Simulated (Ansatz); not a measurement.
**C3H7FSi: one species, many methods**

The task here is to estimate one member of a computed series from the others.

Program: Ansatz 0.2.0, Gaussian basis. Level of theory: functionals in def2-TZVPP, the program's frozen cores in correlated methods. These are calculated values, not measurements.

The runs, in order: LDA (SPW92), PBE-D4, revPBE-D4, BLYP-D4, r2SCAN-D4, B97M-V, PBE0-D4, B3LYP-D4, r2SCANh-D4, r2SCAN0-D4, HSE06-D4, BHLYP-D4, CAM-B3LYP-D4, LC-ωPBE, ωB97X-V, ωB97M-V, B2PLYP, PBE-QIDH; CCSD(T)/def2-SVP; CCSD(T)/def2-TZVPP; MP2/def2-QZVPP; extrapolation to the limit; RPA on PBE.

### Structure used throughout

An earlier PBE0-D4 in a triple-zeta def2 set relaxation fixed the geometry.

SMILES `C[C@@H]1C[Si@@H]1F`, 12 atoms, charge 0, spin multiplicity 1.

Atoms are counted from 1 here; the program's logs count them from 0.

Bond lengths: C1–C2 1.509 Å, C1–H6 1.092 Å, C1–H7 1.093 Å, C1–H8 1.095 Å, C2–C3 1.577 Å, C2–Si4 1.828 Å, C2–H9 1.089 Å, C3–Si4 1.821 Å, C3–H10 1.086 Å, C3–H11 1.088 Å, Si4–F5 1.598 Å, Si4–H12 1.475 Å. Angles: C2–C1–H6 111.2°, C2–C1–H7 111.5°, C2–C1–H8 111.2°, H6–C1–H7 107.3°, H6–C1–H8 108.0°, H7–C1–H8 107.5°, C1–C2–C3 117.1°, C1–C2–Si4 124.2°, C1–C2–H9 113.4°, C3–C2–Si4 64.2°, C3–C2–H9 112.5°, Si4–C2–H9 115.9°, C2–C3–Si4 64.6°, C2–C3–H10 117.0°, C2–C3–H11 113.8°, Si4–C3–H10 122.5°, Si4–C3–H11 118.1°, H10–C3–H11 112.3° and more.

Set-up of the first run:

Contents of in.yaml:

```yaml
crystal:
  periodic: [false, false, false]
  atoms:
    - {symbol: C, position_ang: [-1.414812, 0.268969, -0.555241]}
    - {symbol: C, position_ang: [-0.072487, -0.408684, -0.432311]}
    - {symbol: C, position_ang: [0.472246, -0.662630, 1.025321]}
    - {symbol: Si, position_ang: [1.478939, 0.455664, -0.000892]}
    - {symbol: F, position_ang: [1.438914, 2.022562, 0.307829]}
    - {symbol: H, position_ang: [-1.612226, 0.570022, -1.586628]}
    - {symbol: H, position_ang: [-1.466872, 1.169992, 0.061825]}
    - {symbol: H, position_ang: [-2.224088, -0.395936, -0.235718]}
    - {symbol: H, position_ang: [0.032565, -1.281296, -1.075306]}
    - {symbol: H, position_ang: [0.785896, -1.673957, 1.264961]}
    - {symbol: H, position_ang: [-0.144019, -0.224750, 1.807358]}
    - {symbol: H, position_ang: [2.802945, 0.104745, -0.547201]}
basis:
  gaussian: {orbitals: def2-TZVPP}
hamiltonian: {xc: lda}
output: {orbitals: {seedname: orbitals}}
```

Command:

```bash
$ ansatz run in.yaml --threads 4 --pin off --events-out ev --progress --plain --max-ram 10444MiB
```

Steps of the session up to this table: LDA; PBE-D4 (GGA); revPBE-D4 (GGA); BLYP-D4 (GGA); r2SCAN-D4 (meta-GGA); B97M-V (meta-GGA); PBE0-D4 (hybrid); B3LYP-D4 (hybrid); r2SCANh-D4 (hybrid); r2SCAN0-D4 (hybrid); HSE06-D4 (hybrid); BHLYP-D4 (hybrid); CAM-B3LYP-D4 (range-separated); LC-ωPBE (range-separated); ωB97X-V (range-separated); ωB97M-V (range-separated); B2PLYP (double hybrid); PBE-QIDH (double hybrid).

One of the session's tables, all rows but one given; the rest of the session is left out.

It belongs to the step «Frontier levels by functional». 

| functional | HOMO (eV) | LUMO (eV) | gap (eV) |
| --- | --- | --- | --- |
| LDA (SPW92) | -5.87 | -0.72 | 5.16 |
| PBE-D4 | -5.75 | -0.47 | 5.28 |
| revPBE-D4 | -5.69 | -0.36 | 5.34 |
| BLYP-D4 | ? | ? | ? |
| r2SCAN-D4 | -5.96 | -0.01 | 5.95 |
| B97M-V | -6.02 | -0.21 | 5.82 |
| PBE0-D4 | -6.94 | 0.45 | 7.38 |
| B3LYP-D4 | -6.75 | 0.19 | 6.94 |
| r2SCANh-D4 | -6.40 | 0.30 | 6.70 |
| r2SCAN0-D4 | -7.07 | 0.74 | 7.81 |
| HSE06-D4 | -6.54 | 0.07 | 6.61 |
| BHLYP-D4 | -8.05 | 1.31 | 9.35 |
| CAM-B3LYP-D4 | -8.29 | 1.41 | 9.70 |
| LC-ωPBE | -9.61 | 2.65 | 12.26 |
| ωB97X-V | -9.27 | 2.49 | 11.75 |
| ωB97M-V | -9.13 | 2.14 | 11.26 |

Q: Estimate the row for BLYP-D4 from the others.

Worked estimate for «HOMO (eV)». Against the share of exact exchange, B3LYP-D4 (0.2, -6.75), BHLYP-D4 (0.5, -8.05) give a slope of -4.33 per unit share; at 0 the line stands at -5.88.

The run gave: HOMO (eV): -5.63; LUMO (eV): -0.36; gap (eV): 5.27. In «HOMO (eV)» the line misses by -0.25.
